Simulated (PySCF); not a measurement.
**C₃H₃ClF₂O: geometry, spin-spin couplings**

Aim: predict the spin-spin couplings of C₃H₃ClF₂O (`FC(F)(Cl)[C@H]1CO1`).

The runs use PySCF 2.14.0, with density-fitted response routines of our own; the level of theory stands in each step. All values are computed, except where a source is named. Atoms are numbered from 0 throughout.

## 1. The molecule as given

10 atoms, charge 0, multiplicity 1; geometry from: GFN2-xTB. The atoms were then displaced at random by about 0.01 Å, so the start is not that level's minimum.

Bonds of the start (Å): F0–C1 1.34, C1–F2 1.36, C1–Cl3 1.76, C1–C4 1.52, C4–C5 1.47, C5–O6 1.40, O6–C4 1.39, C4–H7 1.09, C5–H8 1.08, C5–H9 1.09.

## 2. Geometry optimisation at PBE0-D3(BJ)/def2-SVP

The job: settings as JSON, then the geometry in Å.

```
{"job": {"xc": "PBE0", "basis": "def2-SVP", "d3": "d3bj", "grid": 1, "shake": 0.01, "kind": "geom"}, "charge": 0, "multiplicity": 1}
F     -1.992440    -0.527020    -1.060420
C     -1.186710     0.126280    -0.219660
F     -1.378140     1.446320    -0.468160
Cl    -1.655010    -0.215850     1.445110
C      0.258700    -0.260000    -0.498830
C      1.307170     0.083110     0.476580
O      0.849140    -1.226600     0.310470
H      0.501410    -0.288900    -1.557130
H      2.311090     0.277820     0.134070
H      1.035230     0.563920     1.416920
```

On the command line:

```sh
$ OMP_NUM_THREADS=1 python probes_run.py task.json out
```

The driver reads the jobs from task.json and runs them one after another.

**Question.** This job is followed by: B3LYP/cc-pVTZ indirect spin-spin coupling, non-relativistic, gas phase; B3LYP/6-31G* indirect spin-spin coupling, non-relativistic, gas phase. Predict these results of the whole session: point group; rotational constants (main isotopes); largest coupling of the table (B3LYP/cc-pVTZ); range of J(F0,C1), mean over like pairs.

The runs gave:

| quantity | value |
| --- | --- |
| point group | C1 |
| rotational constants (main isotopes) | 2.96, 1.98, 1.66 GHz |
| largest coupling of the table (B3LYP/cc-pVTZ) | 1J(F,C) F0–C1, -341.3 Hz |
| range of J(F0,C1), mean over like pairs | -341.3 to -281.6 Hz |

What this shows: The start of the PBE0/def2-SVP relaxation was shaken at random by about 0.01 Å, so part of the energy gained, and of the first lengths quoted, undoes that. The optimisation took 5 steps and gained 0.047 eV; among the close pairs (by a distance rule), C5–H8 changed most, from 1.078 to 1.097 Å. In the run at B3LYP/cc-pVTZ, the largest coupling of the table is F0–C1, -341.3 Hz, of which the Fermi-contact term gives -317.4 Hz. Couplings across rotatable bonds belong to this one conformer; where others are populated, the observed values are averages. Density functionals describe couplings to fluorine poorly, F–F couplings above all, so those rows are rough. The coupling F0–C1, as a mean over pairs of its kind, runs from -341.3 Hz (B3LYP/cc-pVTZ) to -281.6 Hz (B3LYP/6-31G*). Couplings from bases without tight functions are rough.
